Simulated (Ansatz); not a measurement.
# GaSi+ (triplet): wave-function methods side by side, cc-pVDZ

Aim: climb from Hartree-Fock through coupled cluster and multireference methods for GaSi+ (triplet) at one geometry and basis, and see what each rung misses.

Program: Ansatz 0.2.0, Gaussian basis. Level of theory: cc-pVDZ, core rule «outside noble gas», up to 19 orbitals frozen. These are calculated values, not measurements.

The runs, in order: UHF; CCSD(T) on ROHF; CCSD(T) on UHF; BCCD(T) on ROHF; CISD; CCSDT(Q) on ROHF; CCSDT(Q) on UHF; CISDTQ; CASSCF and MRCISD+Q, 6 electrons in 8 orbitals; CASSCF and NEVPT4(SD), 6 electrons in 8 orbitals; CASSCF and NEVPT2, 6 electrons in 8 orbitals; Full CI.

16 further runs of the same task are left out: 4 that didn't finish, 12 set aside as unsound or not needed.

### 1 The system

The geometry is a PBE0/def2-TZVP stationary point (not a proven minimum) of the parent state, kept for this charge and spin. No spin-orbit coupling is included. The filled d shell of Ga may be among the frozen orbitals whatever the setting's name suggests; the logs give the count.

2 atoms, charge 1, spin multiplicity 3.

Atoms are counted from 1 here; the program's logs count them from 0.

Bond lengths: Si1–Ga2 2.402 Å.

### 2 UHF

Contents of in.yaml:

```yaml
crystal:
  periodic: [false, false, false]
  atoms:
    - {symbol: Si, position_ang: [0.000000, 0.000000, 0.000000]}
    - {symbol: Ga, position_ang: [0.000000, 0.000000, 2.402100]}
basis:
  gaussian: {orbitals: cc-pVDZ}
total_charge: 1
magnetization: {spin_polarized: true, initial_magnetization: 2}
hamiltonian: {xc: hf}
output: {orbitals: {seedname: orbitals}}
```

The run is started by

```console
ansatz run in.yaml --threads 1 --pin off --events-out ev --progress --plain --max-ram 2393MiB
```

The runs that follow: CCSD(T) on ROHF; CCSD(T) on UHF; BCCD(T) on ROHF; CISD; CCSDT(Q) on ROHF; CCSDT(Q) on UHF; CISDTQ; CASSCF and MRCISD+Q, 6 electrons in 8 orbitals; CASSCF and NEVPT4(SD), 6 electrons in 8 orbitals; CASSCF and NEVPT2, 6 electrons in 8 orbitals; Full CI.

Q: Predict the results of all the runs planned. Wanted: FCI from the RHF energy; RMP2 from FCI; UMP2 from FCI; RCCSD from FCI; RCCSD(T) from FCI; UCCSD(T) from FCI; RCCSDT(Q) from FCI; UCCSDT(Q) from FCI; NEVPT2 valence from FCI.

As calculated:

| quantity | value |
| --- | --- |
| FCI from the ROHF energy | -3.3093 eV |
| RMP2 from FCI | +94.6 kJ/mol |
| UMP2 from FCI | +107.5 kJ/mol |
| RCCSD from FCI | +19.4 kJ/mol |
| RCCSD(T) from FCI | +4.8 kJ/mol |
| UCCSD(T) from FCI | +5.6 kJ/mol |
| RCCSDT(Q) from FCI | -0.6 kJ/mol |
| UCCSDT(Q) from FCI | -0.5 kJ/mol |
| NEVPT2 valence from FCI | +46.5 kJ/mol |
| NEVPT4(SD) valence from FCI | +8.0 kJ/mol |
| MRCISD+Q valence from FCI | +2.8 kJ/mol |
| levels within 1 kcal/mol (43 meV) | RCCSDT, UCCSDT, CISDTQ, RCCSDT(Q), UCCSDT(Q), MRCISD+Q valence |
| T1 diagnostic | 0.038 |
| effectively unpaired electrons | 2.16 |

**Reading.** RCCSD(T) misses by +4.8 kJ/mol, 1.5 % of the correlation energy. RCCSDT(Q), UCCSDT(Q) fall below full CI: unrestricted runs freeze a spin-polarised core, another one than full CI's, and coupled cluster isn't variational. One determinant dominates. Of the multireference levels listed MRCISD+Q valence comes nearest in total energy (+2.8 kJ/mol), which doesn't show that its space is the better one. Coupled cluster took another determinant than the lowest Hartree-Fock one. These misses are within one basis, not against nature; the frozen cores of restricted and unrestricted runs differ, which can shift their rows.

Levels on UHF freeze UHF's core orbitals, full CI those of ROHF, so the U rows can settle a little off it for that reason alone.

With open shells the CI space here admits some triples and quadruples, so it is larger than plain CISD.
